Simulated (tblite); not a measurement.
# Ge₃₄F₂₀: geometry, vibrations

Aim: compute the geometry, vibrations of Ge₃₄F₂₀.

Computed with tblite 0.8.0 and routines of our own; the level stands in each step. Atoms count from 0.

### Step 1. The system as given

54 atoms, charge 0, multiplicity 1; geometry from: force field, distance geometry or constructed start.

### Step 2. Geometry optimisation with GFN2-xTB

Job settings and geometry (Å):

```
{"job": {"kind": "relax", "xc": "GFN2-xTB", "basis": "xTB"}, "charge": 0, "multiplicity": 1}
Ge     4.027600     1.159400    -0.341600
Ge     2.008100     2.325100     0.333100
Ge     0.005200     1.158900    -0.339000
Ge    -0.000700    -1.156800     0.333800
Ge     2.010300    -2.323700    -0.336600
Ge     4.019400    -1.161700     0.337400
Ge   -12.068000     1.162900    -0.343300
Ge   -14.076000     2.325200     0.341500
Ge   -16.088000     1.159100    -0.340400
Ge   -16.093500    -1.162000     0.341600
Ge   -14.081500    -2.323700    -0.342100
Ge   -12.070600    -1.163200     0.340000
Ge    16.087300     1.161900    -0.335000
Ge    14.081600     2.321900     0.337300
Ge    12.065900     1.166300    -0.339800
Ge    12.066200    -1.160600     0.346300
Ge    14.079800    -2.320600    -0.339100
Ge    16.089600    -1.164600     0.339000
Ge    -4.023300     1.163000    -0.337500
Ge    -6.031200     2.323400     0.342700
Ge    -8.047700     1.165000    -0.338500
Ge    -8.046300    -1.159700     0.339800
Ge    -6.030600    -2.317900    -0.333400
Ge    -4.026900    -1.165500     0.338500
Ge    -2.010800     2.325100     0.340900
Ge    -2.017400    -2.323400    -0.337500
Ge     8.046100     1.163500    -0.340700
Ge     6.033400     2.323100     0.341200
Ge     6.034600    -2.322100    -0.342000
Ge     8.046500    -1.160800     0.343400
Ge    10.060300     2.323100     0.338900
Ge    10.054800    -2.321200    -0.339800
Ge   -10.057700     2.322600     0.338100
Ge   -10.054600    -2.323800    -0.336300
F      2.012500     4.023000    -0.160700
F      2.011800    -4.019000     0.154500
F    -14.080200     4.021300    -0.161500
F    -17.560900     2.013100     0.154800
F    -17.560700    -2.014500    -0.157500
F    -14.084200    -4.017800     0.158600
F     17.561700     2.008300     0.161200
F     14.085300     4.015600    -0.153700
F     14.084300    -4.020200     0.153800
F     17.564400    -2.011100    -0.159200
F     -6.037700     4.022900    -0.155000
F     -6.035900    -4.019600     0.154000
F     -2.008900     4.021300    -0.158000
F     -2.011600    -4.018600     0.159700
F      6.035600     4.021600    -0.157200
F      6.035900    -4.020500     0.159400
F     10.055800     4.013900    -0.154300
F     10.063300    -4.019900     0.157100
F    -10.057100     4.020800    -0.157300
F    -10.060100    -4.022800     0.154400
```

The run is started by

```
$ OMP_NUM_THREADS=1 python large_run.py task.json out
```

The driver reads the jobs from task.json and runs them one after another.

The log of the run:

```text
step      E/eV     max force
  0   -4407.91196    1.694
  1   -4409.00664    1.449
  2   -4411.58877    0.549
  3   -4411.67640    0.475
  4   -4411.86469    0.242
  5   -4411.89358    0.280
  6   -4411.96727    0.367
  7   -4412.03052    0.347
  8   -4412.21357    0.648
  9   -4412.25261    0.526
 10   -4412.46714    0.297
 11   -4412.50035    0.339
 12   -4412.52168    0.280
 13   -4412.54555    0.157
 14   -4412.55871    0.098
 15   -4412.56389    0.085
 16   -4412.56579    0.065
 17   -4412.56768    0.050
 18   -4412.56988    0.054
 19   -4412.57192    0.065
 20   -4412.57424    0.081
 21   -4412.57807    0.101
 22   -4412.58494    0.124
 23   -4412.59523    0.132
 24   -4412.60594    0.137
 25   -4412.61353    0.120
 26   -4412.61835    0.077
 27   -4412.62177    0.083
 28   -4412.62439    0.067
 29   -4412.62643    0.075
 30   -4412.62836    0.074
 31   -4412.63068    0.062
 32   -4412.63372    0.069
 33   -4412.63740    0.101
 34   -4412.64197    0.118
 35   -4412.64809    0.119
 36   -4412.65588    0.102
 37   -4412.66345    0.107
 38   -4412.66856    0.086
 39   -4412.67135    0.071
 40   -4412.67314    0.054
 41   -4412.67465    0.034
 42   -4412.67567    0.037
 43   -4412.67632    0.041
 44   -4412.67711    0.039
 45   -4412.67881    0.047
 46   -4412.68099    0.062
 47   -4412.68312    0.070
 48   -4412.68455    0.064
 49   -4412.68565    0.047
 50   -4412.68664    0.039
 51   -4412.68733    0.023
 52   -4412.68759    0.019
```

Wall time 32 s (1 thread of Arm Neoverse V1, shared host); peak memory 0.19 GiB.

Relaxation path:

```csv
step,energy from step 0 (eV),largest force (eV/Å)
0,0.0000,1.6941
1,-1.0947,1.4488
2,-3.6768,0.5491
3,-3.7644,0.4753
4,-3.9527,0.2420
5,-3.9816,0.2802
6,-4.0553,0.3670
7,-4.1186,0.3470
8,-4.3016,0.6488
11,-4.5884,0.3390
15,-4.6519,0.0850
18,-4.6579,0.0537
22,-4.6730,0.1239
26,-4.7064,0.0767
29,-4.7145,0.0743
33,-4.7254,0.1007
37,-4.7515,0.1076
40,-4.7612,0.0538
44,-4.7651,0.0393
48,-4.7726,0.0633
49,-4.7737,0.0466
50,-4.7747,0.0389
51,-4.7754,0.0231
52,-4.7756,0.0184
```

Distances of close pairs at the start and the end, largest changes first:

| bond | before (Å) | after (Å) | change (Å) |
| --- | --- | --- | --- |
| Ge12–Ge13 | 2.413 | 2.594 | +0.181 |
| Ge16–Ge17 | 2.416 | 2.595 | +0.179 |
| Ge9–Ge10 | 2.422 | 2.595 | +0.173 |
| Ge8–Ge9 | 2.419 | 2.592 | +0.173 |
| Ge12–Ge17 | 2.422 | 2.592 | +0.170 |
| Ge7–Ge8 | 2.423 | 2.593 | +0.170 |
| Ge21–Ge22 | 2.420 | 2.540 | +0.120 |
| Ge26–Ge27 | 2.421 | 2.541 | +0.120 |

The next job starts from the end point, and lists it.

### Step 3. Harmonic vibrations with GFN2-xTB

Job settings and geometry (Å):

```
{"job": {"kind": "ir", "xc": "GFN2-xTB", "basis": "xTB"}, "charge": 0, "multiplicity": 1}
Ge     3.775933     1.029276    -0.634755
Ge     1.873314     2.205131     0.555809
Ge     0.000339     1.020350    -0.629377
Ge     0.000394    -1.017317     0.617803
Ge     1.873073    -2.205032    -0.566578
Ge     3.768580    -1.031160     0.637788
Ge   -12.280822     1.099296    -0.532814
Ge   -14.331633     2.151087     0.479904
Ge   -16.484137     1.153231    -0.567241
Ge   -16.513529    -1.166514     0.589062
Ge   -14.339569    -2.128072    -0.451816
Ge   -12.266438    -1.101813     0.533745
Ge    16.491784     1.154496    -0.568607
Ge    14.334851     2.145397     0.476974
Ge    12.278263     1.103296    -0.531743
Ge    12.269252    -1.098042     0.534324
Ge    14.334742    -2.133512    -0.459643
Ge    16.505341    -1.167495     0.583620
Ge    -3.776392     1.030982    -0.630534
Ge    -5.803070     2.006509     0.430853
Ge    -7.961298     1.086236    -0.543834
Ge    -7.971783    -1.081833     0.541438
Ge    -5.801565    -1.997564    -0.409925
Ge    -3.767801    -1.029857     0.641014
Ge    -1.871567     2.203963     0.558677
Ge    -1.874086    -2.205746    -0.564173
Ge     7.964582     1.084934    -0.543098
Ge     5.803113     2.004675     0.425085
Ge     5.802374    -1.999547    -0.413587
Ge     7.970155    -1.082689     0.542862
Ge    10.118001     1.996848     0.416507
Ge    10.116702    -2.004105    -0.424038
Ge   -10.118474     1.995051     0.407923
Ge   -10.115801    -2.005995    -0.430645
F      1.825578     3.833804    -0.239282
F      1.826626    -3.833644     0.229194
F    -14.196440     3.898746    -0.006027
F    -17.923948     2.086713     0.046278
F    -17.935143    -2.095472    -0.071495
F    -14.190467    -3.887191    -0.013363
F     17.926140     2.088631     0.056018
F     14.195043     3.894896     0.002626
F     14.192760    -3.891212    -0.012607
F     17.932843    -2.094193    -0.066824
F     -5.770694     3.728276    -0.162565
F     -5.765084    -3.724927     0.167309
F     -1.824960     3.834567    -0.233386
F     -1.826584    -3.832887     0.233905
F      5.770631     3.726921    -0.165083
F      5.765464    -3.725437     0.167939
F     10.112698     3.705984    -0.203072
F     10.114654    -3.709614     0.205791
F    -10.111072     3.706514    -0.206135
F    -10.115736    -3.709369     0.203809
```

The log of the run:

```text
mode    cm-1     km/mol
  1     -32.2      0.10
  2     -31.2      8.57
  3     -30.6      0.47
  4     -28.1      0.57
  5     -23.6      0.00
  6     -21.5      0.16
  7     -16.4      0.01
  8     -12.7      0.63
  9      -6.4      0.10
 10      -6.0      0.05
 11      -4.6      0.52
 12      -1.4      0.06
 13      -0.6      0.30
 14       1.7      1.61
 15       4.6      0.71
 16       5.3      0.01
 17       6.6      0.09
 18       9.8      2.39
 19      10.4      0.22
 20      10.7      0.09
 21      12.7      0.06
 22      12.9      0.01
 23      14.8      0.36
 24      18.0      0.70
 25      19.0      0.16
 26      19.2      0.01
 27      19.6      0.03
 28      20.3      1.38
 29      22.4      0.15
 30      22.7      0.41
 31      23.6      0.04
 32      26.2      2.39
 33      26.8      0.10
 34      26.9      0.18
 35      29.0      0.02
 36      29.2      2.73
 37      31.0      5.53
 38      32.6      0.07
 39      33.5      0.02
 40      35.3     13.11
 41      35.6      0.13
 42      38.8      9.13
 43      39.9      0.02
 44      41.5      0.46
 45      42.6      0.15
 46      44.8      1.98
 47      45.2      0.64
 48      48.5      4.33
 49      49.6      0.07
 50      49.7      2.15
 51      51.0      0.05
 52      52.9      2.36
 53      56.0      0.00
 54      57.1      6.02
 55      57.9      0.03
 56      60.1      6.23
 57      62.1      0.02
 58      66.0      0.88
 59      66.2      1.45
 60      68.8      0.12
 61      69.2    104.51
 62      73.2      1.61
 63      73.7      0.86
 64      74.1      6.77
 65      75.6      0.27
 66      75.9     41.06
 67      76.1     13.66
 68      76.4      4.78
 69      76.5      1.06
 70      77.6      6.51
 71      77.7      7.73
 72      78.8      0.27
 73      79.2      0.22
 74      82.6     32.64
 75      84.8      0.00
 76      85.3      0.15
 77      86.4     60.97
 78      87.4      1.87
 79      88.1      5.57
 80      88.3      8.19
 81      88.5     10.11
 82      92.8     68.78
 83      94.9      0.07
 84      96.3      0.12
 85      96.8      0.10
 86      97.8     10.48
 87      97.9      4.48
 88      99.8      0.07
 89     100.8      2.63
 90     101.0      0.92
 91     101.2      0.53
 92     106.3      0.01
 93     108.1      0.08
 94     115.6      0.22
 95     115.6      0.60
 96     157.7      3.04
 97     158.6      7.42
 98     159.0     14.78
 99     159.1      1.68
100     163.0      0.10
101     164.4      0.00
102     164.6      7.95
103     164.9      4.16
104     168.8     24.14
105     170.1      0.02
106     173.1      3.96
107     175.0      0.02
108     176.6     48.77
109     179.3      0.03
110     181.8      0.93
111     182.3      0.51
112     182.5      1.76
113     189.8      1.40
114     193.3      0.02
115     193.3      0.71
116     195.6      0.02
117     195.8      0.06
118     198.5      0.00
119     200.2      2.10
120     204.1     11.31
121     204.7      0.03
122     211.6      0.01
123     212.2      2.17
124     212.5      0.08
125     214.6      1.22
126     214.6     13.09
127     215.4      3.14
128     228.8      0.45
129     228.9      1.77
130     233.9     14.49
131     234.0      0.33
132     240.7     10.46
133     240.7      1.05
134     243.0      0.01
135     244.7      8.90
136     251.5      0.01
137     413.6      0.14
138     414.0      0.79
139     414.6     12.29
140     415.9      0.10
141     418.7      0.71
142     419.8      3.14
143     420.5      2.24
144     422.1      0.24
145     424.8      0.31
146     426.0    192.88
147     426.7     65.32
148     427.3      0.86
149     429.4      0.79
150     430.5    461.15
151     432.8    544.43
152     435.4      4.58
153     436.6    347.17
154     436.9   2866.79
155     442.6   1622.53
156     447.9      0.24
```

Run time: 2.9 min. Hardware: 1 thread of Arm Neoverse V1, shared host; peak memory 0.17 GiB.

Which atoms move in the most intense modes:

```csv
cm⁻¹,km/mol,atoms
69,104.5,"F46 11 %, F34 11 %"
93,68.8,
426,192.9,
430,461.1,"F43 10 %, F40 10 %, F38 10 %"
433,544.4,
437,347.2,F38 10 %
437,2866.8,"F41 12 %, F40 11 %, F43 11 %"
443,1622.5,"F34 13 %, F47 13 %, F35 12 %, F46 12 %"
```

### Step 4. Results

| quantity | value |
| --- | --- |
| strongest single infrared mode (GFN2-xTB) | 437 cm⁻¹, 2867 km/mol |
| zero-point energy (GFN2-xTB) | 30.4 kcal/mol |

What this shows: The lowest mode is imaginary (32i cm⁻¹), so the xTB geometry is not a minimum. Unscaled tight-binding wavenumbers are off by several per cent, some by more. Its intensities can rank the bands wrongly.
